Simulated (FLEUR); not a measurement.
Pb: equation of state with AM05

Crystal: Pb.

```
CELL_PARAMETERS angstrom
0.00000 2.47502 2.47502
2.47502 0.00000 2.47502
2.47502 2.47502 0.00000
ATOMIC_POSITIONS crystal
Pb 0.00000 0.00000 0.00000
```

```yaml
Program: FLEUR MaX-R8.1 (later development tree)
Task: equation of state
Functional: AM05
Potentials_or_basis: all-electron
Basis: FLAPW
Kmax: 4.1 1/bohr
k_mesh: 9 × 9 × 9
Occupations: fermi-dirac, width 0.05 eV
Spin: no spin polarisation
```

```
Equilibrium volume                      : 30.18 Å³/atom
Bulk modulus                            : 45 GPa
Pressure derivative of the bulk modulus : 6.2 (rough: it moves with the points fitted)
```

Energy against volume, from the lowest point:
| volume (Å³/atom) | energy (meV/atom) |
| --- | --- |
| 28.503 | 14.97 |
| 29.110 | 5.85 |
| 30.323 | 0.00 |
| 31.535 | 7.79 |
| 32.142 | 15.40 |

The cell as given is a measured one (30.32 Å³/atom); AM05 puts the equilibrium volume -0.5 % from it, thermal expansion not counted.

Spin-orbit coupling is left out, which matters for the levels of Pb.
